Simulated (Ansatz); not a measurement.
# C₂H₉GeNSi: small, medium and large basis sets

How large a basis does C₂H₉GeNSi need? Two functionals are run in growing sets.

The runs use Ansatz 0.2.0, Gaussian basis; one geometry, several basis sets.

Plan: PBE0-D4/def2-SVP; ωB97M-V/def2-SVP; PBE0-D4/def2-QZVPP; ωB97M-V/def2-QZVPP; the functionals' def2-TZVPP values are taken from earlier runs.

## 1. Structure used throughout

The geometry comes from an earlier relaxation with PBE0-D4 in a triple-zeta def2 set; it is a stationary point, not always the lowest conformer.

14 atoms, charge 0, spin multiplicity 1.

Atoms are counted from 1 here; the program's logs count them from 0.

Bond lengths: C1–C2 1.331 Å, C1–H6 1.087 Å, C1–H7 1.087 Å, C2–Si3 1.858 Å, C2–H8 1.089 Å, Si3–N4 1.719 Å, Si3–H9 1.494 Å, Si3–H10 1.489 Å, N4–Ge5 1.837 Å, N4–H11 1.010 Å, Ge5–H12 1.534 Å, Ge5–H13 1.539 Å, Ge5–H14 1.543 Å. Angles: C2–C1–H6 122.6°, C2–C1–H7 121.4°, H6–C1–H7 116.1°, C1–C2–Si3 122.2°, C1–C2–H8 118.3°, Si3–C2–H8 119.4°, C2–Si3–N4 111.6°, C2–Si3–H9 105.7°, C2–Si3–H10 111.6°, N4–Si3–H9 113.9°, N4–Si3–H10 105.6°, H9–Si3–H10 108.6°, Si3–N4–Ge5 128.1°, Si3–N4–H11 116.7°, Ge5–N4–H11 114.3°, N4–Ge5–H12 107.0°, N4–Ge5–H13 108.5°, N4–Ge5–H14 111.7° and more.

## 2. PBE0-D4 in def2-SVP

in.yaml reads:

```yaml
crystal:
  periodic: [false, false, false]
  atoms:
    - {symbol: C, position_ang: [-1.550203, 0.003942, 2.554039]}
    - {symbol: C, position_ang: [-0.723625, 0.565285, 1.674913]}
    - {symbol: Si, position_ang: [0.310288, -0.441143, 0.503547]}
    - {symbol: N, position_ang: [-0.026709, -0.046142, -1.135078]}
    - {symbol: Ge, position_ang: [1.165197, 0.163975, -2.517558]}
    - {symbol: H, position_ang: [-2.157270, 0.587501, 3.241213]}
    - {symbol: H, position_ang: [-1.652008, -1.076068, 2.625602]}
    - {symbol: H, position_ang: [-0.663402, 1.652533, 1.643215]}
    - {symbol: H, position_ang: [0.038217, -1.868707, 0.849427]}
    - {symbol: H, position_ang: [1.763336, -0.175584, 0.687955]}
    - {symbol: H, position_ang: [-0.993975, -0.087494, -1.422331]}
    - {symbol: H, position_ang: [2.511156, 0.552774, -1.893001]}
    - {symbol: H, position_ang: [0.642550, 1.274085, -3.446862]}
    - {symbol: H, position_ang: [1.323447, -1.134157, -3.336383]}
basis:
  gaussian: {orbitals: def2-SVP}
hamiltonian: {xc: pbe0, dispersion: d4}
output: {orbitals: {seedname: orbitals}}
```

On the command line:

```bash
> ansatz run in.yaml --threads 2 --pin off --events-out ev --progress --plain --max-ram 32768MiB --backend cpu
```

Further steps of the session: ωB97M-V in def2-SVP; PBE0-D4 in def2-QZVPP; ωB97M-V in def2-QZVPP.

Before running them: what should the planned runs give, taken together? Wanted: PBE0-D4: double and triple zeta above quadruple; ωB97M-V: double and triple zeta above quadruple.

As calculated:

```
                                       quantity           value
PBE0-D4: double and triple zeta above quadruple  15.88, 1.72 eV
ωB97M-V: double and triple zeta above quadruple  16.04, 1.66 eV
```

**Reading.** PBE0-D4 gains 14.16 eV from double to triple zeta, then 1.72 eV more. Total energies overstate the basis error of differences, where much of it tends to cancel. The LUMO of ωB97M-V is positive and keeps falling with the basis (1.75 to 1.21 eV): an unbound level that the basis holds in place.
